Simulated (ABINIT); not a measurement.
# Al3Cl (Pm-3m) in ABINIT: a series of runs, part 3 of 3

ABINIT 10.8.3 (patched build). Earlier steps stand in the parts before.

## Step 4: Single point, WC

Input file run.abi:

```
pp_dirpath "./"
pseudos "Al.upf, Cl.upf"

acell 3*1.0 Angstrom
rprim
     4.0040795400     0.0000000000     0.0000000000
     0.0000000000     4.0040795400     0.0000000000
     0.0000000000     0.0000000000     4.0040795400
ntypat 2
znucl 13 17
natom 4
typat 1 1 1 2
xred
     0.0000000000     0.5000000000     0.5000000000
     0.5000000000     0.0000000000     0.5000000000
     0.5000000000     0.5000000000     0.0000000000
     0.0000000000     0.0000000000     0.0000000000

ecut 25.0

kptopt 1
ngkpt 5 5 5
nshiftk 1
shiftk 0.0 0.0 0.0

ixc 23

nband 12
occopt 3
tsmear 0.05 eV

nstep 100
tolvrs 1.0e-10

iomode 3
prtwf 0
prtden 0
prteig 0
prtebands 0
enunit 2
```

Potentials or basis: PseudoDojo NC SR PBEsol v0.4 stringent.

Launch:

```bash
abinit run.abi > log 2>&1
```

run.abo:

```text
.Version 10.8.3 of ABINIT
 Symmetries : space group Pm -3 m (#221); Bravais cP (primitive cubic)
================================================================================
 Values of the parameters that define the memory need of the present run
     intxc =       0    ionmov =       0      iscf =       7    lmnmax =       6
     lnmax =       6     mgfft =      36  mpssoang =       3    mqgrid =    3001
     natom =       4  nloc_mem =       1    nspden =       1   nspinor =       1
    nsppol =       1      nsym =      48    n1xccc =    2501    ntypat =       2
    occopt =       3   xclevel =       2
       mpw =        2606          nfft =       46656          nkpt =          10
================================================================================
================================================================================

--------------------------------------------------------------------------------
------------- Echo of variables that govern the present computation ------------
--------------------------------------------------------------------------------
 -outvars: echo values of preprocessed input variables --------
            acell      1.8897261259E+00  1.8897261259E+00  1.8897261259E+00 Bohr
              amu      2.69815390E+01  3.54527000E+01
             ecut      2.50000000E+01 Hartree
           enunit           2
              ixc          23
         kptrlatt        5    0    0      0    5    0      0    0    5
          kptrlen      3.78330686E+01
            natom           4
            nband          12
            ngfft          36      36      36
             nkpt          10
            nstep         100
             nsym          48
           ntypat           2
           occopt           3
           prtden           0
        prtebands           0
           prteig           0
            prtwf           0
            rprim      4.0040795400E+00  0.0000000000E+00  0.0000000000E+00
                       0.0000000000E+00  4.0040795400E+00  0.0000000000E+00
                       0.0000000000E+00  0.0000000000E+00  4.0040795400E+00
          spgroup         221
           tolvrs      1.00000000E-10
           tsmear      1.83746611E-03 Hartree
            typat      1  1  1  2
           xangst      0.0000000000E+00  2.0020397700E+00  2.0020397700E+00
                       2.0020397700E+00  0.0000000000E+00  2.0020397700E+00
                       2.0020397700E+00  2.0020397700E+00  0.0000000000E+00
                       0.0000000000E+00  0.0000000000E+00  0.0000000000E+00
            xcart      0.0000000000E+00  3.7833068585E+00  3.7833068585E+00
                       3.7833068585E+00  0.0000000000E+00  3.7833068585E+00
                       3.7833068585E+00  3.7833068585E+00  0.0000000000E+00
                       0.0000000000E+00  0.0000000000E+00  0.0000000000E+00
             xred      0.0000000000E+00  5.0000000000E-01  5.0000000000E-01
                       5.0000000000E-01  0.0000000000E+00  5.0000000000E-01
                       5.0000000000E-01  5.0000000000E-01  0.0000000000E+00
                       0.0000000000E+00  0.0000000000E+00  0.0000000000E+00
            znucl       13.00000   17.00000

================================================================================

 chkinp: Checking input parameters for consistency.

================================================================================
== DATASET  1 ==================================================================

--- !DatasetInfo
iteration_state: {dtset: 1, }
dimensions: {natom: 4, nkpt: 10, mband: 12, nsppol: 1, nspinor: 1, nspden: 1, mpw: 2606, }
cutoff_energies: {ecut:  25.0, pawecutdg:  -1.0, }
[... 93 lines left out ...]
    4        2.00000          5.11521192
================================================================================

 ----iterations are completed or convergence reached----

 Mean square residual over all n,k,spin=   90.593E-08; max=  56.900E-06
 reduced coordinates (array xred) for    4 atoms
       0.000000000000      0.500000000000      0.500000000000
       0.500000000000      0.000000000000      0.500000000000
       0.500000000000      0.500000000000      0.000000000000
       0.000000000000      0.000000000000      0.000000000000
 rms dE/dt=  0.0000E+00; max dE/dt=  0.0000E+00; dE/dt below (all hartree)
    1       0.000000000000      0.000000000000      0.000000000000
    2       0.000000000000      0.000000000000      0.000000000000
    3       0.000000000000      0.000000000000      0.000000000000
    4       0.000000000000      0.000000000000      0.000000000000

 cartesian coordinates (angstrom) at end:
    1      0.00000000000000     2.00203977000000     2.00203977000000
    2      2.00203977000000     0.00000000000000     2.00203977000000
    3      2.00203977000000     2.00203977000000     0.00000000000000
    4      0.00000000000000     0.00000000000000     0.00000000000000

 cartesian forces (hartree/bohr) at end:
    1     -0.00000000000000    -0.00000000000000    -0.00000000000000
    2     -0.00000000000000    -0.00000000000000    -0.00000000000000
    3     -0.00000000000000    -0.00000000000000    -0.00000000000000
    4     -0.00000000000000    -0.00000000000000    -0.00000000000000
 frms,max,avg= 0.0000000E+00 0.0000000E+00   0.000E+00  0.000E+00  0.000E+00 h/b

 cartesian forces (eV/Angstrom) at end:
    1     -0.00000000000000    -0.00000000000000    -0.00000000000000
    2     -0.00000000000000    -0.00000000000000    -0.00000000000000
    3     -0.00000000000000    -0.00000000000000    -0.00000000000000
    4     -0.00000000000000    -0.00000000000000    -0.00000000000000
 frms,max,avg= 0.0000000E+00 0.0000000E+00   0.000E+00  0.000E+00  0.000E+00 e/A
 length scales=  1.889726125908  1.889726125908  1.889726125908 bohr
              =  1.000000000000  1.000000000000  1.000000000000 angstroms
 Fermi (or HOMO) energy (hartree) =   0.29866   Average Vxc (hartree)=  -0.37956
 Eigenvalues (hartree) for nkpt=  10  k points:
 kpt#   1, nband= 12, wtk=  0.00800, kpt=  0.0000  0.0000  0.0000 (reduced coord)
  -0.36406   -0.00756    0.05670    0.05670    0.05670    0.23848    0.23848    0.32455
   0.32455    0.32455    0.44309    0.48223
      occupation numbers for kpt#   1
   2.00000    2.00000    2.00000    2.00000    2.00000    2.00000    2.00000    0.00000
   0.00000    0.00000    0.00000    0.00000
 prteigrs : prtvol=0 or 1, do not print more k-points.

 Fermi (or HOMO) energy (eV) =   8.12689   Average Vxc (eV)= -10.32845
 Eigenvalues (   eV  ) for nkpt=  10  k points:
 kpt#   1, nband= 12, wtk=  0.00800, kpt=  0.0000  0.0000  0.0000 (reduced coord)
  -9.90661   -0.20575    1.54297    1.54297    1.54297    6.48947    6.48947    8.83139
   8.83139    8.83139   12.05711   13.12210
 prteigrs : prtvol=0 or 1, do not print more k-points.

--- !EnergyTerms
iteration_state     : {dtset: 1, }
comment             : Components of total free energy in Hartree
kinetic             :  8.30278950474184E+00
hartree             :  2.99277299783664E+00
xc                  : -7.76841403082944E+00
Ewald energy        : -2.11778013327519E+01
psp_core            :  4.06650773675728E-01
local_psp           : -9.65429743823740E+00
non_local_psp       :  3.60500507915042E+00
internal            : -2.32932944464141E+01
'-kT*entropy'       : -8.67276264740080E-04
total_energy        : -2.32941617226789E+01
total_energy_eV     : -6.33866431912161E+02
band_energy         :  9.79144494442908E-01
...

 Cartesian components of stress tensor (hartree/bohr^3)
  sigma(1 1)= -4.89252896E-04  sigma(3 2)=  0.00000000E+00
  sigma(2 2)= -4.89252896E-04  sigma(3 1)=  0.00000000E+00
  sigma(3 3)= -4.89252896E-04  sigma(2 1)=  0.00000000E+00

-Cartesian components of stress tensor (GPa)         [Pressure=  1.4394E+01 GPa]
- sigma(1 1)= -1.43943172E+01  sigma(3 2)=  0.00000000E+00
- sigma(2 2)= -1.43943172E+01  sigma(3 1)=  0.00000000E+00
- sigma(3 3)= -1.43943172E+01  sigma(2 1)=  0.00000000E+00

== END DATASET(S) ==============================================================
================================================================================

 -outvars: echo values of variables after computation  --------
            acell      1.8897261259E+00  1.8897261259E+00  1.8897261259E+00 Bohr
           etotal     -2.3294161723E+01
            fcart     -0.0000000000E+00 -0.0000000000E+00 -0.0000000000E+00
                      -0.0000000000E+00 -0.0000000000E+00 -0.0000000000E+00
                      -0.0000000000E+00 -0.0000000000E+00 -0.0000000000E+00
                      -0.0000000000E+00 -0.0000000000E+00 -0.0000000000E+00
            rprim      4.0040795400E+00  0.0000000000E+00  0.0000000000E+00
                       0.0000000000E+00  4.0040795400E+00  0.0000000000E+00
                       0.0000000000E+00  0.0000000000E+00  4.0040795400E+00
           strten     -4.8925289583E-04 -4.8925289583E-04 -4.8925289583E-04
                       0.0000000000E+00  0.0000000000E+00  0.0000000000E+00
           xangst      0.0000000000E+00  2.0020397700E+00  2.0020397700E+00
                       2.0020397700E+00  0.0000000000E+00  2.0020397700E+00
                       2.0020397700E+00  2.0020397700E+00  0.0000000000E+00
                       0.0000000000E+00  0.0000000000E+00  0.0000000000E+00
             xred      0.0000000000E+00  5.0000000000E-01  5.0000000000E-01
                       5.0000000000E-01  0.0000000000E+00  5.0000000000E-01
                       5.0000000000E-01  5.0000000000E-01  0.0000000000E+00
                       0.0000000000E+00  0.0000000000E+00  0.0000000000E+00
 Calculation completed.
```

Run time: 7.3 s. Hardware: 1 thread of Arm Neoverse V2, shared host; peak memory 0.07 GiB.

What came out:

| Quantity | Value |
| --- | --- |
| Free energy | -633.8664 eV |
| Pressure | 14.4 GPa |
| Band gap on the k mesh | none (metal or under the smearing width) |
| Valence electrons inside the program's atomic spheres | Al 0.93; Cl 5.12 |

Levels at points of the mesh, in eV from the Fermi level:
| k point | band 4 | band 5 | band 6 | band 7 | band 8 | band 9 | band 10 | band 11 | band 12 |
| --- | --- | --- | --- | --- | --- | --- | --- | --- | --- |
| (0.00, 0.00, 0.00) | -6.58 | -6.58 | -1.64 | -1.64 | 0.70 | 0.70 | 0.70 | 3.93 | 5.00 |

Caveat: the cutoff is short for stress, so the pressure is rough; the potentials were made for another functional, which shifts forces and pressure.

## Step 5: Overview

| level | potentials or basis | cell | cutoff (eV) | gap on the mesh (eV) | pressure (GPa) |
| --- | --- | --- | --- | --- | --- |
| PBEsol | PseudoDojo NC SR PBEsol v0.4 stringent | cell strained at random | 789 | none | 13.8 |
| PBEsol | PseudoDojo NC SR PBEsol v0.4.1 standard | as given | 680 | none | 13.7 |
| WC | PseudoDojo NC SR PBEsol v0.4 stringent | as given | 680 | none | 14.4 |

Alike in all rows: task single point; no spin polarisation; k mesh 5 × 5 × 5; smearing fermi-dirac 0.05 eV.

Caveats: the cutoff is short for stress, so the pressure is rough (some runs); the potentials were made for another functional, which shifts forces and pressure (some runs).

Absolute energies hang on the potentials; compare differences alone.
